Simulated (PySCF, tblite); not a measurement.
# C₆H₈F₂O: geometry, infrared bands and NMR shifts

What infrared bands and NMR shifts should C₆H₈F₂O (`FC(F)CCC1=CCO1`) show?

Programs: tblite 0.8.0 and PySCF 2.14.0, with density-fitted response routines of our own. Each step states its level of theory. These are calculated values for one molecule in the gas phase, unless marked as measured. Atoms are numbered from 0 throughout.

## Step 1: The starting structure

17 atoms, charge 0, multiplicity 1; geometry from: force field or distance geometry start.

Bonds of the start (Å): F0–C1 1.37, C1–F2 1.34, C1–C3 1.51, C3–C4 1.53, C4–C5 1.57, C5–C6 1.36, C6–C7 1.49, C7–O8 1.45, O8–C5 1.29, C1–H9 1.09, C3–H10 1.11, C3–H11 1.08, C4–H12 1.09, C4–H13 1.09, C6–H14 1.08, C7–H15 1.09, C7–H16 1.09.

## Step 2: Optimising the geometry with GFN2-xTB

What the job is given:

```
{"job": {"kind": "relax", "xc": "GFN2-xTB", "basis": "xTB"}, "charge": 0, "multiplicity": 1}
F     -2.237100     0.470400     1.728400
C     -2.026500     0.740700     0.406200
F     -3.193800     1.174200    -0.086900
C     -1.628500    -0.533200    -0.305600
C     -0.338400    -1.135500     0.255900
C      0.908600    -0.246100    -0.077900
C      2.202800    -0.309000     0.328800
C      2.482600     0.895600    -0.503500
O      1.070400     0.794800    -0.816500
H     -1.290900     1.538900     0.337700
H     -2.436200    -1.275300    -0.169900
H     -1.551100    -0.353100    -1.371800
H     -0.182900    -2.119500    -0.191100
H     -0.403500    -1.279100     1.329900
H      2.789600    -0.938200     0.976800
H      2.723100     1.824600     0.019300
H      3.105100     0.762000    -1.390800
```

Command:

```console
OMP_NUM_THREADS=1 python probes_run.py task.json out
```

One launch serves the whole session: the jobs run in the order shown.

**Question.** This job is followed by: GFN2-xTB harmonic vibrations, gas phase; GIAO PBE0/pcSseg-1 NMR shielding, non-relativistic, gas phase. Predict these results of the whole session: strongest single infrared mode (GFN2-xTB); zero-point energy (GFN2-xTB); 13C shifts against TMS (PBE0/pcSseg-1); 1H shifts against TMS (PBE0/pcSseg-1, means over atoms taken as alike); 19F shifts against CFCl3 (PBE0/pcSseg-1, means over atoms taken as alike); 17O shifts against H2O (PBE0/pcSseg-1); surface potential, 1st and 99th percentile.

The runs gave:

| quantity | value |
| --- | --- |
| strongest single infrared mode (GFN2-xTB) | 1040 cm⁻¹, 174 km/mol |
| zero-point energy (GFN2-xTB) | 81.1 kcal/mol |
| 13C shifts against TMS (PBE0/pcSseg-1) | 175.1, 123.3, 110.0, 76.9, 31.9, 25.6 ppm |
| 1H shifts against TMS (PBE0/pcSseg-1, means over atoms taken as alike) | 6.48, 5.60, 5.10, 2.80, 2.11 ppm |
| 19F shifts against CFCl3 (PBE0/pcSseg-1, means over atoms taken as alike) | -142.4 ppm |
| 17O shifts against H2O (PBE0/pcSseg-1) | 169.1 ppm |
| surface potential, 1st and 99th percentile | -1.04 V and 0.99 V |

Relaxing lowered the energy by 0.471 eV in 60 steps; the close pair that moved most is C5–O8, from 1.287 to 1.391 Å. The lowest mode is imaginary (23i cm⁻¹), so the xTB geometry is not a minimum. The strongest single mode, at 1040 cm⁻¹, is spread over many atoms; the largest shares are those of C1, F2. GFN2-xTB is a fitted tight-binding method: band positions and strengths are rough. Its intensities can rank the bands wrongly. The most deshielded carbon is C5 (alkene carbon bearing oxygen), at 175.1 ppm: an sp2 carbon further deshielded by the attached heteroatom. H9 (hydrogen on an sp3 CH bonded to 2 F) lies farthest downfield among hydrogen, at 6.48 ppm; its carbon carries F, which withdraws density.
